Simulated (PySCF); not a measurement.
# FSYb (Yb(S)(F)-): the cost of one run

Method: several levels, as the steps say, no spin–orbit coupling; program: PySCF 2.14.0.

1 further run of the same task is left out (for a known fault of the program).

### 1 Where the work starts

3 atoms, charge -1, spin multiplicity 1.

Bond lengths: Yb1–S2 2.565 Å, Yb1–F3 2.148 Å. Angles: S2–Yb1–F3 149.2°.

Coordinates:

```xyz
3
FSYb
Yb   -0.1965    0.0000   -0.0055
S     2.2682    0.0000    0.7030
F    -2.2738    0.0000    0.5431
```

Formal oxidation states: Yb +2. Each metal's 14 4f electrons lie in its core potential, so multiplicities, spins and levels count the valence alone. An earlier session relaxed this geometry at PBE0, Yb lcecp-0-SVP with ECP60, S def2-SVP, F def2-SVP (singlet, point group Cs).

At PBE0 on the finer grid: E = -530.700388 Eh, frontier levels not given, since the 4f levels lie in the core, Mulliken charge on Yb1 +0.19 e, largest force component 0.011 eV/Å. 

Levels to run: r2SCAN; CAM-B3LYP; PBE0, TZVP. Hardware: 2 threads of Arm Neoverse V2, shared host.

### 2 r2SCAN

Contents of run.py (the lines that set the calculation):

```python
mol = gto.M(atom='''
Yb    -0.19651     0.00000    -0.00548
S      2.26821     0.00000     0.70303
F     -2.27376     0.00000     0.54305''',
    basis={'Yb': 'lcecp-0-SVP', 'S': 'def2-SVP', 'F': 'def2-SVP'},
    ecp={'Yb': 'lcecp-0-SVP'},
    charge=-1, spin=0)
mf = dft.RKS(mol, xc='R2SCAN')
mf.grids.atom_grid = (75, 302)  # f atoms: unpruned, at least (60, 302)
mf = mf.density_fit()  # fitting sets: Yb AutoAux, S def2-universal-JKFIT, F def2-universal-JKFIT
mf.conv_tol = 1e-08; mf.max_cycle = 55
mf.kernel(dm0)  # dm0: the density of the relaxed state
```

On the command line:

```
$ OMP_NUM_THREADS=2 python run.py
```

**Question.** How long does this run take on 2 threads of Arm Neoverse V2, shared host?

About 2.2 s.
